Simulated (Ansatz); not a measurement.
Predict the output of the script below (the Python package of Ansatz (0.2.0)).

Contents of `h4ssn.xyz`:
```text
6

S     1.09260   -0.96490    1.31160
Sn   -0.31420    0.45400   -0.15140
H     1.09960   -1.93730    0.31920
H    -1.70920   -0.38780   -0.55970
H     0.58230    0.80400   -1.63310
H    -0.70900    1.96800    0.66710
```

`h4ssn_pa.py`:
```python
import ansatz as az
import numpy as np

BASIS_SET = "def2-SVP"
METHOD = "mp2"
CHARGE = 1
FORCE_TOL = 0.01


def main() -> None:
    h4ssn = az.Crystal.molecule_from_extxyz("h4ssn.xyz")

    base = (
        h4ssn.calculation()
        .basis(gaussian=BASIS_SET)
        .correlation(METHOD)
    )
    symbols = [site.symbol for site in h4ssn.cartesian_sites]
    start = np.array([site.position_ang for site in h4ssn.cartesian_sites], dtype=float)
    data = base.relax(force_tolerance=0.01).run(threads=1).report
    end = np.array(data["positions_ang"])

    away = sum((end[0] - end[j]) / np.linalg.norm(end[0] - end[j]) for j in [1, 2]) + np.array([0.15, 0.1, -0.2])
    proton = end[0] + 1.4 * away / np.linalg.norm(away)
    acid = az.Crystal.molecule()
    for symbol, place in zip(symbols, end):
        acid = acid.atom(symbol, place.tolist())
    acid = acid.atom("H", proton.tolist())
    protonated = (
        acid.calculation()
        .basis(gaussian=BASIS_SET)
        .correlation(METHOD)
        .charge(CHARGE)
        .relax(force_tolerance=FORCE_TOL, max_steps=80)
    )
    after = protonated.run(threads=1).report
    xyz = np.array(after["positions_ang"])
    reach = np.linalg.norm(xyz[:-1] - xyz[-1], axis=1)
    print(f"base {data['free_energy_ev']:.5f} eV, protonated {after['free_energy_ev']:.5f} eV")
    print(f"the proton ends {reach.min():.3f} A from {symbols[reach.argmin()]}{reach.argmin()}")
    print(f"electronic proton affinity {(data['free_energy_ev'] - after['free_energy_ev']):.3f} eV")


if __name__ == "__main__":
    main()
```

Output of `python h4ssn_pa.py`:
```text
base -16689.55465 eV, protonated -16698.24175 eV
the proton ends 1.347 A from S0
electronic proton affinity 8.687 eV
```

Total energies depend on the basis set; only differences at equal settings carry meaning. The proton is put on one chosen atom, which needn't be the most basic site, so the molecule's proton affinity can be higher; the ends are stationary points, not checked by frequencies, and zero-point and thermal terms count only where printed. def2 sets replace the cores of elements past krypton by effective core potentials. Run time: 43 s on 1 thread of Arm Neoverse V1 (shared host), peak memory 0.22 GiB.
